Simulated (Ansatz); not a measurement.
**Cl₂GaHS: up Jacob's ladder to CCSD(T)**

The task here is to estimate one member of a computed series from the others.

Computed with Ansatz 0.2.0, Gaussian basis. Level: functionals in def2-TZVPP, the program's frozen cores in correlated methods.

Plan: LDA (SPW92), PBE-D4, revPBE-D4, BLYP-D4, r2SCAN-D4, B97M-V, PBE0-D4, B3LYP-D4, r2SCANh-D4, r2SCAN0-D4, HSE06-D4, BHLYP-D4, CAM-B3LYP-D4, LC-ωPBE, ωB97X-V, ωB97M-V, B2PLYP, PBE-QIDH; CCSD(T)/def2-SVP; CCSD(T)/def2-TZVPP; MP2/def2-QZVPP; extrapolation to the limit; RPA on PBE.

**The relaxed structure**

An earlier PBE0-D4 in a triple-zeta def2 set relaxation fixed the geometry.

5 atoms, charge 0, spin multiplicity 1.

Atoms are counted from 1 here; the program's logs count them from 0.

Bond lengths: S1–Ga2 2.175 Å, S1–H5 1.345 Å, Ga2–Cl3 2.121 Å, Ga2–Cl4 2.126 Å. Angles: Ga2–S1–H5 92.3°, S1–Ga2–Cl3 120.2°, S1–Ga2–Cl4 121.4°, Cl3–Ga2–Cl4 118.4°.

Set-up of the first run:

Contents of in.yaml:

```yaml
crystal:
  periodic: [false, false, false]
  atoms:
    - {symbol: S, position_ang: [0.072703, 1.687074, 0.391881]}
    - {symbol: Ga, position_ang: [0.276628, -0.453134, 0.065526]}
    - {symbol: Cl, position_ang: [1.930362, -1.504822, 0.876604]}
    - {symbol: Cl, position_ang: [-1.158083, -1.543306, -1.062952]}
    - {symbol: H, position_ang: [-1.071612, 1.740386, -0.312359]}
basis:
  gaussian: {orbitals: def2-TZVPP}
hamiltonian: {xc: lda}
output: {orbitals: {seedname: orbitals}}
```

Steps of the session up to this table: LDA; PBE-D4 (GGA); revPBE-D4 (GGA); BLYP-D4 (GGA); r2SCAN-D4 (meta-GGA); B97M-V (meta-GGA); PBE0-D4 (hybrid); B3LYP-D4 (hybrid); r2SCANh-D4 (hybrid); r2SCAN0-D4 (hybrid); HSE06-D4 (hybrid); BHLYP-D4 (hybrid); CAM-B3LYP-D4 (range-separated); LC-ωPBE-D4 (range-separated; the results give it without D4); ωB97X-V (range-separated); ωB97M-V (range-separated); B2PLYP (double hybrid); PBE-QIDH (double hybrid).

One of the session's tables, all rows but one given; the rest of the session is left out.

It belongs to the step «Frontier levels by functional». 

| functional | HOMO (eV) | LUMO (eV) | gap (eV) |
| --- | --- | --- | --- |
| LDA (SPW92) | -7.26 | -2.80 | 4.46 |
| PBE-D4 | -7.11 | -2.50 | 4.61 |
| revPBE-D4 | -7.06 | -2.37 | 4.68 |
| BLYP-D4 | -6.93 | -2.44 | 4.49 |
| r2SCAN-D4 | -7.43 | -2.24 | 5.19 |
| B97M-V | -7.47 | -2.24 | 5.23 |
| PBE0-D4 | -8.36 | -1.57 | 6.78 |
| B3LYP-D4 | -8.09 | -1.88 | 6.21 |
| r2SCANh-D4 | -7.88 | -1.91 | 5.97 |
| r2SCAN0-D4 | -8.56 | -1.42 | 7.14 |
| HSE06-D4 | -7.95 | -1.94 | 6.01 |
| BHLYP-D4 | ? | ? | ? |
| CAM-B3LYP-D4 | -9.67 | -0.59 | 9.08 |
| LC-ωPBE | -11.11 | 0.68 | 11.79 |
| ωB97X-V | -10.72 | 0.54 | 11.26 |
| ωB97M-V | -10.53 | 0.37 | 10.90 |

**Question.** Estimate the row for BHLYP-D4.

Worked estimate for «HOMO (eV)». Against the share of exact exchange, BLYP-D4 (0, -6.93), B3LYP-D4 (0.2, -8.09) give a slope of -5.80 per unit share; at 0.5 the line stands at -9.83.

The run gave: HOMO (eV): -9.43; LUMO (eV): -0.63; gap (eV): 8.79. In «HOMO (eV)» the line misses by -0.40.
